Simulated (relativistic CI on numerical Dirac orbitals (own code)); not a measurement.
# Tc XXII (Tc²¹⁺): levels and lines

The task is the spectrum of Tc²¹⁺: levels, purity of their labels, lifetimes and lines; runs with one setting changed show what the result hangs on.

Method: Dirac-Coulomb-Breit CI, KLI orbitals optimised for each configuration, model QED (radiative potential, 1s self-energy scaled to tabulated hydrogen-like ionisation energies). Code: relativistic CI on numerical Dirac orbitals (own code) version 4.

**1. Starting point**

- ion: Tc²¹⁺ (Tc XXII)
- nuclear charge: 43
- electrons: 22
- isotope: A = 97
- first configuration typed: [Ar] 3d4

The outer shells:

first configuration typed
```
[Ar] core
3d [↑ ][↑ ][↑ ][↑ ][  ]
```

**2. Base run**

Input settings:

```ini
atom Tc  Z=43  charge=21  electrons=22
nucleus A=97  rms_radius_fm=4.4112
hamiltonian dirac-coulomb  breit=on  qed=on  c_scale=1
orbitals kli  potential=per-configuration
slater_scale 1
correlation none
mixing on
configurations
  [Ar] 3d4
  [Ne] 3s2 3p5 3d5
  [Ne] 3s 3p6 3d5
  [Ar] 3d3 4s
  [Ar] 3d3 4p
  [Ar] 3d3 4d
  [Ar] 3d3 4f
  [Ne] 3s2 3p5 3d4 4s
  [Ne] 3s2 3p5 3d4 4p
  [Ar] 3d2 4s 4p
  [Ar] 3d3 5s
  [Ne] 3s 3p6 3d4 4s
  [Ar] 3d3 5p
  [Ar] 3d3 5d
  [Ar] 3d2 4p 4d
  [Ar] 3d3 5g
  [Ne] 3s 3p6 3d4 4d
  [Ar] 3d3 6s
  [Ne] 3p6 3d6
  [Ne] 3p5 3d7
  [Ar] 3d2 4s2
  [Ar] 3d 4s2 4p
  [Ar] 3d 4s2 4d
  [Ar] 3d 4s2 4f
  [Ar] 3d2 4p2
  [Ar] 3d 4s 4p2
  [Ar] 3d 4p3
  [Ar] 3d 4p2 4d
  [Ar] 3d 4p2 4f
  [Ar] 3d2 4s 4d
  [Ar] 3d 4s 4p 4d
  [Ar] 3d 4s 4d2
  [Ar] 3d 4s 4d 4f
  [Ne] 3p6 3d5 4s
  [Ne] 3p5 3d6 4s
  [Ar] 3d2 4d2
  [Ar] 3d 4p 4d2
  [Ar] 3d 4d3
  [Ar] 3d 4d2 4f
  [Ne] 3p6 3d5 4d
  [Ne] 3p5 3d6 4d
  [Ne] 3s 3p6 3d3 4s2
  [Ne] 3s 3p6 3d2 4s2 4p
  [Ne] 3s 3p6 3d2 4s2 4d
  [Ne] 3s 3p6 3d2 4s2 4f
end
```

Command:

```sh
$ python run_levels.py task.json out
```

The settings of every run stand in task.json; they run in order.

**3. Correlation estimate p86**

Settings: those of step 2 with these lines changed.

```diff
@@ -5,3 +5,3 @@
 slater_scale 1
-correlation none
+correlation p86
 mixing on
```

**4. One common potential**

Settings: those of step 3 with these lines changed.

```diff
@@ -3,5 +3,5 @@
 hamiltonian dirac-coulomb  breit=on  qed=on  c_scale=1
-orbitals kli  potential=per-configuration
+orbitals kli  potential=mean
 slater_scale 1
-correlation p86
+correlation none
 mixing on
```

**5. The first 3 configurations alone**

Input settings:

```ini
atom Tc  Z=43  charge=21  electrons=22
nucleus A=97  rms_radius_fm=4.4112
hamiltonian dirac-coulomb  breit=on  qed=on  c_scale=1
orbitals kli  potential=per-configuration
slater_scale 1
correlation none
mixing on
configurations
  [Ar] 3d4
  [Ne] 3s2 3p5 3d5
  [Ne] 3s 3p6 3d5
end
```

(Steps that only read results are left out.)

Q: Predict the outcome of this session. Wanted: lowest level; first excitation; lowest level of the other parity; fastest E1 line; ionisation energy.

**Answer**, as computed:

| run | time | mean size of shift, levels followed (cm⁻¹) | lowest level | ionisation energy (eV) |
| --- | --- | --- | --- | --- |
| main run | 9.1 s | 0 | 3d4 5D0 | 967.30 |
| correlation estimate p86 | 8.7 s | 1.2 | 3d4 5D0 | 969.13 |
| one common potential | 8.1 s | 15.3 | 3d4 5D0 | - |
| the first 3 configurations alone | 0.34 s | 335 | 3d4 5D0 | - |

The tabulated theoretical ionisation energy (NIST) is 968 eV.

```
                                                                          quantity                             value
                                                                      lowest level                           3d4 5D0
                                                                  first excitation             3d4 5D1, 11663.0 cm⁻¹
                                                  lowest level of the other parity           3p5 3d5 7P°4, 129.26 eV
                                                               levels in the model                             10077
fastest E1 line (by rate) to the lowest level among the lowest 400 of 10077 levels  2.933 nm, from 3d3 4p 3D°1 + 5F°
                                                                 ionisation energy                         967.30 eV
                                   ionisation energy, tabulated theoretical (NIST)                            968 eV
```

3d4 5D0 comes out lowest; its LS label holds 77 % and its jj label 63 %; over the low levels the means are 72 and 63 %, so LS coupling describes them better. The ionisation energy agrees with the tabulated theoretical value within its uncertainty of 4 eV. Of the changes tried, the run «the first 3 configurations alone» moves the low levels most, by 335 cm⁻¹ on average. Lifetimes count radiative decay inside the model alone.
